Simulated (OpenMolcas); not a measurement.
**Hf⁺: CASSCF and CASPT2 terms and fine-structure levels**

Wanted: the level scheme of Hf⁺ from active-space wave functions, then second-order correlation under several settings.

The numbers are computed with OpenMolcas 26.06 (state-averaged CASSCF and CASPT2, spin-orbit coupling by RASSI with atomic mean-field integrals), except any that are marked as measured or tabulated.

### Step 1. The atom as given

* Species: Hf⁺ (hafnium, Z = 72, 71 electrons)
* Basis: ANO-R1 [7s5p4d2f], 56 functions
* Scalar Hamiltonian: X2C, finite nucleus
* Inactive shells: 1s 2s 2p 3s 3p 3d 4s 4p 4d 4f 5s 5p
* Active space: 3 electrons in 5 orbitals (5d)
* Some configurations of this space: 5d³
* Orbitals: optimised for the ground-state spin in each parity, averaged over all roots

Outer shells as boxes (Hund's rule):

5d3
```
5d [↑ ][↑ ][↑ ][  ][  ]
```

The work runs as a chain of OpenMolcas steps in one folder; each step below is one input file. Labels, J, g values, rates, χT and fits are worked out afterwards by a script from the matrices that RASSI stores.

### Step 2. Basis and integrals

The input, a.inp:

```
&GATEWAY
Coord
1

Hf 0.0 0.0 0.0
Basis=ANO-R1
Group=XYZ
NoMove
AngMom=0.0 0.0 0.0
AMFI
&SEWARD
```

On the command line:

```console
OMP_NUM_THREADS=1 MOLCAS_MEM=2252 MOLCAS_PROJECT=a pymolcas a.inp > a.log
```

### Step 3. Reference wave functions, doublets of even parity, 40 roots

The input, a.inp:

```
&RASSCF
FileOrb=start.orb
Symmetry=1
Spin=2
nActEl=3 0 0
Inactive=15 19
Ras2=5 0
CIRoot=40 40 1
SDav=40
CIMx=300
Iter=120 100
PrWF=0.3
OrbListing=Nothing
MaxOrb=0
Atom
>>> COPY $Project.JobIph JOB001
```

start.orb holds the contracted functions of the basis, ordered by shell, or the orbitals of the step before.

### Step 4. Reference wave functions, quartets of even parity, 10 roots

The input, a.inp:

```
&RASSCF
FileOrb=start.orb
Symmetry=1
Spin=4
nActEl=3 0 0
Inactive=15 19
Ras2=5 0
CIRoot=10 10 1
SDav=10
CIMx=300
Iter=120 100
PrWF=0.3
OrbListing=Nothing
MaxOrb=0
Atom
CIOnly
>>> COPY $Project.JobIph JOB002
```

### Step 5. State interaction with spin-orbit coupling

The input, a.inp:

```
&RASSI
NrOfJobIphs=2 35 10
1 2 3 4 5 6 7 8 9 10 11 12 13 14 15 16 17 18 19 20 21 22 23 24 25 26 27
28 29 30 31 32 33 34 35
1 2 3 4 5 6 7 8 9 10
IphNames
JOB001
JOB002
EJob
SpinOrbit
DIPRint=1.0
SOCoupling=1000.0
Subsets=2
MEES
Property=10
'ANGMOM' 1 'ANGMOM' 2 'ANGMOM' 3 'MLTPL  1' 1 'MLTPL  1' 2 'MLTPL  1' 3
'AMFI' 1 'AMFI' 2 'AMFI' 3 'MLTPL  2' 6
SOProperty=3
'ANGMOM' 1 'ANGMOM' 2 'ANGMOM' 3
```

### Step 6. CASPT2: IPEA 0.15, sigma2 regulariser 0.25 (closed shells correlated: none)

The input, a.inp:

```
>>> COPY JOB001 $Project.JobIph
&CASPT2
Multistate=35 1 2 3 4 5 6 7 8 9 10 11 12 13 14 15 16 17 18 19 20 21 22
23 24 25 26 27 28 29 30 31 32 33 34 35
Frozen=15 19
IPEA=0.15
Sig2=0.25
MaxIter=60
WThr=0.0 0.3 0.05
PrWF=0.5
NoMix
>>> COPY JOB002 $Project.JobIph
&CASPT2
Multistate=10 1 2 3 4 5 6 7 8 9 10
Frozen=15 19
IPEA=0.15
Sig2=0.25
MaxIter=60
WThr=0.0 0.3 0.05
PrWF=0.5
NoMix
```

### Step 7. CASPT2: IPEA 0.2, imaginary shift 0.3 (closed shells correlated: 5s 5p)

a.inp, as its differences from that of step 6:

```diff
@@ -4,5 +4,5 @@
 23 24 25 26 27 28 29 30 31 32 33 34 35
-Frozen=15 19
-IPEA=0.15
-Sig2=0.25
+Frozen=14 16
+IPEA=0.2
+Imaginary=0.3
 MaxIter=60
@@ -14,5 +14,5 @@
 Multistate=10 1 2 3 4 5 6 7 8 9 10
-Frozen=15 19
-IPEA=0.15
-Sig2=0.25
+Frozen=14 16
+IPEA=0.2
+Imaginary=0.3
 MaxIter=60
```

### Step 8. CASPT2: IPEA 0.2, imaginary shift 0.5 (closed shells correlated: 4f 5s 5p)

a.inp, as its differences from that of step 7:

```diff
@@ -4,5 +4,6 @@
 23 24 25 26 27 28 29 30 31 32 33 34 35
-Frozen=14 16
+NoMult
+Frozen=14 9
 IPEA=0.2
-Imaginary=0.3
+Imaginary=0.5
 MaxIter=60
@@ -14,5 +15,6 @@
 Multistate=10 1 2 3 4 5 6 7 8 9 10
-Frozen=14 16
+NoMult
+Frozen=14 9
 IPEA=0.2
-Imaginary=0.3
+Imaginary=0.5
 MaxIter=60
```

(Steps that only read results are left out.)

Before running it: what results should come out? Wanted: lowest level; first excited level; lowest level of another term; spin-orbit lowering of the lowest level; strongest of the lines computed, by gA.

**Answer**, as computed:

```
                                                                                   quantity                                                                           value
                                                                                     method  SS-CASPT2, IPEA 0.15, sigma2 regulariser 0.25 (closed shells correlated: none)
                                                                               lowest level                                        5d³ ⁴F_3/2, 94 % of that term, g = 0.425
                                                                ground level listed by NIST                                                                           2D3/2
                                                                        first excited level                                                         5d³ ⁴F_5/2 at 1543 cm⁻¹
                                                               lowest level of another term                                                         5d³ ⁴P_3/2 at 8370 cm⁻¹
                                                    spin-orbit lowering of the lowest level                                                                       3452 cm⁻¹
strongest of the lines computed, by gA (one parity, so forbidden lines), at CASSCF energies                             5d³ ²D_5/2 → 5d³ ⁴F_7/2, 738.6 nm, A = 2.04e+00 s⁻¹
```

Cost and accuracy by method:

```csv
method,time of its own steps,time with the reference,mean absolute difference from method B (cm-1)
A. CASSCF,8.1 s,8.1 s,760
"B. SS-CASPT2, IPEA 0.15, sigma2 regulariser 0.25, +none",2.4 s,10 s,0
"C. SS-CASPT2, IPEA 0.2, imaginary shift 0.3, +5s 5p",4.1 s,12 s,95
"D. SS-CASPT2, IPEA 0.2, imaginary shift 0.5, +4f 5s 5p",3.9 s,12 s,120
```

Times are of one thread on a shared host.

What this shows: The multiplet ⁴F is regular; its intervals divided by the larger J differ by 55 % of their mean, where Landé's rule for pure LS coupling makes them equal. Second-order correlation (method B) scales the levels of the lowest configuration above 5000 cm⁻¹ by 0.88 to 0.97. Only the configurations of the active space and the roots asked for are present. The quartets rest on orbitals optimised for another spin in at least one step, which raises them against the optimised states. Not all states of the active space went into the spin-orbit step. CASPT2 does not keep the components of a term degenerate, and the means are used. The free ion's ground configuration, as NIST lists it, lies outside this active space, so the lowest level here need not be the ground level. Only valence configurations of the active space appear, up to the ionisation limit; * or ° marks odd parity.
